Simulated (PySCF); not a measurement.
# C3H8AsBO: electronic excitations

What electronic excitations should C3H8AsBO (`C=C(C)OB[AsH2]`) show?

Programs: PySCF 2.14.0, with density-fitted response routines of our own. Each step states its level of theory. These are calculated values for one molecule in the gas phase, unless marked as measured. Atoms are numbered from 0 throughout.

### Step 1. Starting geometry

14 atoms, charge 0, multiplicity 1; geometry from: GFN2-xTB.

Bonds of the start (Å): C0–C1 1.32, C1–C2 1.50, C1–O3 1.37, O3–B4 1.33, B4–As5 2.03, C0–H6 1.08, C0–H7 1.07, C2–H8 1.09, C2–H9 1.09, C2–H10 1.09, B4–H11 1.18, As5–H12 1.50, As5–H13 1.51.

### Step 2. Excited states and response: CAM-B3LYP/def2-SVPD

The job: settings as JSON, then the geometry in Å.

```
{"job": {"kind": "uv", "xc": "CAM-B3LYP", "basis": "def2-SVPD", "nstates": 8, "ntriplets": 3}, "charge": 0, "multiplicity": 1}
C     -0.978086     1.068173    -1.244725
C     -0.935676     0.256934    -0.199738
C     -2.126337    -0.385316     0.442408
O      0.238108    -0.045904     0.445601
B      1.393149    -0.412542    -0.102485
As     2.888234    -0.682243     1.250222
H     -0.084606     1.508206    -1.651151
H     -1.909381     1.322553    -1.714383
H     -3.042401    -0.080841    -0.053409
H     -2.172672    -0.105333     1.493912
H     -2.032631    -1.469934     0.391834
H      1.485705    -0.593321    -1.268524
H      3.369104     0.731909     1.080280
H      3.906812    -1.112814     0.228091
```

With the program's defaults for keys left out, this is: TDDFT CAM-B3LYP/def2-SVPD, vertical, gas phase, core orbitals frozen in the response.

On the command line:

```sh
$ OMP_NUM_THREADS=1 python probes_run.py task.json out
```

One launch serves the whole session: the jobs run in the order shown.

Predict these results of the whole session: lowest singlet (CAM-B3LYP/def2-SVPD); brightest single state of those computed; lowest triplet; surface potential, 1st and 99th percentile.

As calculated:

| quantity | value |
| --- | --- |
| lowest singlet (CAM-B3LYP/def2-SVPD) | 4.88 eV (254 nm), f = 0.021 |
| brightest single state of those computed | state 7, 7.36 eV, f = 0.331 |
| lowest triplet | 4.34 eV |
| surface potential, 1st and 99th percentile | -0.78 V and 1.06 V |

**Reading.** The first singlet state (HOMO→LUMO 0.90) lies at 4.88 eV and is weak; of the 8 states computed, the strongest absorption comes from state 7 at 7.36 eV. The lowest triplet lies 0.54 eV below the lowest singlet (triplets in Tamm-Dancoff, singlets in full TDDFT).
